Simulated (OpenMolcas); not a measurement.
**One shape, several levels: doublet CH3BFNO+**

Aim: a comparison of 5 runs (U-r2SCAN/6-31G*, UBHLYP/6-31G*, UM06-L/6-31G*, UPBE/6-31G*, UTPSS/6-31G*) of doublet CH3BFNO+. 

The calculation is run with OpenMolcas 26.06.

1 further run of the same task is left out (set aside as unsound or not needed).

### Step 1. The structure to begin with

The species is CH3BFNO+ (8 atoms), meant as a doublet with charge +1. As SMILES of the parent species, `NC1(F)BO1`. The coordinates come from a PBE0-D4/def2-TZVP relaxation. This is one conformer, not always the lowest. That shape belongs to the parent species and isn't relaxed for this state.

Bond lengths: N1–C2 1.387 Å, C2–F3 1.372 Å, C2–B4 1.510 Å, C2–O5 1.462 Å, B4–O5 1.335 Å, N1–H6 1.009 Å, N1–H7 1.013 Å, B4–H8 1.182 Å. Some angles: N1–C2–F3 113.8°, N1–C2–B4 127.1°, N1–C2–O5 115.3°, F3–C2–B4 118.6°, F3–C2–O5 108.3°, B4–C2–O5 53.3°, C2–B4–O5 61.5°, C2–O5–B4 65.2°, C2–N1–H6 112.2°, C2–N1–H7 112.6°.

### Step 2. The energy at U-r2SCAN/6-31G(d) (spherical functions) (run 1)

File mol.xyz:

```xyz
8

N     -0.431000     1.148400     0.184600
C      0.054100    -0.061200    -0.289600
F      0.122100    -0.132700    -1.658300
B      0.337600    -1.307200     0.515100
O      1.346900    -0.473000     0.255300
H     -1.439500     1.170100     0.211400
H     -0.075300     1.941600    -0.336200
H      0.177200    -2.343100     1.061900
```

File mol.inp:

```
&GATEWAY
  BasLib=$CurrDir
  Coord=mol.xyz
  Basis=6-31Gs
  Group=NoSym

&SEWARD
  GridInput
  Grid=UltraFine
  End of Grid

&SCF
  UHF
  Charge=1
  Spin=2
  KSDFT=2
  1.0 MGGA_X_R2SCAN
  1.0 MGGA_C_R2SCAN
  Thresholds=1e-10 1e-07 1e-07 1e-05
  PrOrbitals=0
```

The basis set 6-31G* is read from a file made from the Basis Set Exchange's data (not shown).

The run is started by

```bash
export MOLCAS_MEM=1860
pymolcas mol.inp > mol.log
```

What it wrote:

```text
--- Start Module: gateway ---
[...]
--- Stop Module: gateway /rc=_RC_ALL_IS_WELL_ ---
--- Start Module: seward ---
[...]
      Basis functions           76
--- Stop Module: seward /rc=_RC_ALL_IS_WELL_ ---
[...]
--- Start Module: scf ---
[...]
       Convergence after  28 Iterations
[...]
::    Total KS-DFT energy                            -294.0361049233
[...]
      Total spin, S                                     0.5020815628
[...]
      Total electronic charge=   37.000000
      Total            charge=    1.000000
[...]
      Dipole Moment (debye):
      Origin of the operator (angstrom)=    0.2778   -0.1114   -0.2892
                   X= -2.7567E+00               Y=  8.8246E-01               Z=  1.7673E+00           Total=  3.3914E+00
      Center of Charge (angstrom)
[...]
--- Stop Module: scf /rc=_RC_ALL_IS_WELL_ ---
[...]
```

Wall time 61 s (1 thread of Intel Xeon 6975P-C (Granite Rapids), shared host); peak memory 0.43 GiB.

### Step 3. The energy at UBHLYP/6-31G(d) (spherical functions) (run 2)

File run.input:

```
&GATEWAY
  BASLIB
  $CurrDir
  BASISSET
  N.6-31Gs....
  N1 -0.431000 1.148400 0.184600 angstrom
  End of Basis
  BASISSET
  C.6-31Gs....
  C2 0.054100 -0.061200 -0.289600 angstrom
  End of Basis
  BASISSET
  F.6-31Gs....
  F3 0.122100 -0.132700 -1.658300 angstrom
  End of Basis
  BASISSET
  B.6-31Gs....
  B4 0.337600 -1.307200 0.515100 angstrom
  End of Basis
  BASISSET
  O.6-31Gs....
  O5 1.346900 -0.473000 0.255300 angstrom
  End of Basis
  BASISSET
  H.6-31Gs....
  H6 -1.439500 1.170100 0.211400 angstrom
  H7 -0.075300 1.941600 -0.336200 angstrom
  H8 0.177200 -2.343100 1.061900 angstrom
  End of Basis

&SEWARD
  GRIDINPUT
  Grid=UltraFine
  End of Grid

&SCF
  UHF
  CHARGE
  1
  SPIN
  2
  KSDFT
  HYB_GGA_XC_BHANDHLYP
  THRESHOLDS
  1e-10 1e-07 1e-07 1e-05
  PRORBITALS
  0
```

The basis set 6-31G* is read from a file made from the Basis Set Exchange's data (not shown).

The run is started by

```bash
export MOLCAS_MEM=1860
pymolcas run.input > run.log
```

What it wrote:

```text
--- Start Module: gateway ---
[...]
--- Stop Module: gateway /rc=_RC_ALL_IS_WELL_ ---
--- Start Module: seward ---
[...]
      Basis functions           76
--- Stop Module: seward /rc=_RC_ALL_IS_WELL_ ---
[...]
--- Start Module: scf ---
[...]
       Convergence after  29 Iterations
[...]
::    Total KS-DFT energy                            -294.0241459995
[...]
      Total spin, S                                     0.5070282115
[...]
      Total electronic charge=   37.000000
      Total            charge=    1.000000
[...]
      Dipole Moment (debye):
      Origin of the operator (angstrom)=    0.2778   -0.1114   -0.2892
                   X= -3.5228E+00               Y=  2.2314E+00               Z=  2.3449E+00           Total=  4.7841E+00
      Center of Charge (angstrom)
[...]
--- Stop Module: scf /rc=_RC_ALL_IS_WELL_ ---
[...]
```

Run time: 42 s. Hardware: 1 thread of Intel Xeon 6975P-C (Granite Rapids), shared host; peak memory 0.43 GiB.

Runs 3 to 4 aren't shown in full; the table further down has their settings and results.

### Step 4. A single-point energy at UTPSS/6-31G(d) (spherical functions) (run 5)

File job.input:

```
>>> EXPORT MOLCAS_PRINT=2

&gateway
  baslib = $CurrDir
  basisset
  N.6-31Gs....
  N1 -0.431000 1.148400 0.184600 angstrom
  End of Basis
  basisset
  C.6-31Gs....
  C2 0.054100 -0.061200 -0.289600 angstrom
  End of Basis
  basisset
  F.6-31Gs....
  F3 0.122100 -0.132700 -1.658300 angstrom
  End of Basis
  basisset
  B.6-31Gs....
  B4 0.337600 -1.307200 0.515100 angstrom
  End of Basis
  basisset
  O.6-31Gs....
  O5 1.346900 -0.473000 0.255300 angstrom
  End of Basis
  basisset
  H.6-31Gs....
  H6 -1.439500 1.170100 0.211400 angstrom
  H7 -0.075300 1.941600 -0.336200 angstrom
  H8 0.177200 -2.343100 1.061900 angstrom
  End of Basis

&seward
  gridinput
  Grid=UltraFine
  End of Grid

&scf
  uhf
  charge = 1
  spin = 2
  ksdft = 2
  1.0 MGGA_X_TPSS
  1.0 MGGA_C_TPSS
  thresholds = 1e-10 1e-07 1e-07 1e-05
  prorbitals = 1 1
```

The basis set 6-31G* is read from a file made from the Basis Set Exchange's data (not shown).

The run is started by

```bash
export MOLCAS_MEM=1860
pymolcas job.input > job.log
```

What it wrote:

```text
--- Start Module: gateway ---
[...]
--- Stop Module: gateway /rc=_RC_ALL_IS_WELL_ ---
--- Start Module: seward ---
[...]
      Basis functions           76
--- Stop Module: seward /rc=_RC_ALL_IS_WELL_ ---
[...]
--- Start Module: scf ---
[...]
       Convergence after  33 Iterations
[...]
::    Total KS-DFT energy                            -294.2293169976
[...]
      Total spin, S                                     0.5014116216
[...]
      Total electronic charge=   37.000000
      Total            charge=    1.000000
[...]
      Dipole Moment (debye):
      Origin of the operator (angstrom)=    0.2778   -0.1114   -0.2892
                   X= -2.7240E+00               Y=  1.0384E+00               Z=  1.6918E+00           Total=  3.3706E+00
      Center of Charge (angstrom)
[...]
--- Stop Module: scf /rc=_RC_ALL_IS_WELL_ ---
[...]
```

It took 79 s on 1 thread of Intel Xeon 6975P-C (Granite Rapids), shared host; peak memory 0.43 GiB.

### Step 5. All runs side by side

| run | level | energy (Eh) | HOMO energy (eV) | LUMO energy (eV) | ⟨S²⟩ | wall time |
| --- | --- | --- | --- | --- | --- | --- |
| 1 | U-r2SCAN/6-31G* (spherical functions) | -294.036105 | -13.94 | -13.53 | 0.754 | 61 s |
| 2 | UBHLYP/6-31G* (spherical functions) | -294.024146 | -15.92 | -11.80 | 0.764 | 42 s |
| 3 | UM06-L/6-31G* (spherical functions) | -294.153445 | -14.02 | -13.62 | 0.753 | 74 s |
| 4 | UPBE/6-31G* (spherical functions) | -293.868830 | -13.72 | -13.45 | 0.752 | 53 s |
| 5 | UTPSS/6-31G* (spherical functions) | -294.229317 | -13.76 | -13.40 | 0.753 | 79 s |

### Step 6. Results

```
                                 quantity          value
                      run 5: total energy  -294.22932 Eh
run 5: HOMO energy (highest over α and β)      -13.76 eV
 run 5: LUMO energy (lowest over α and β)      -13.40 eV
                              run 5: ⟨S²⟩          0.753
```

Totals of different functionals can't be ranked against each other. All runs together took 5.2 min, the longest 79 s.
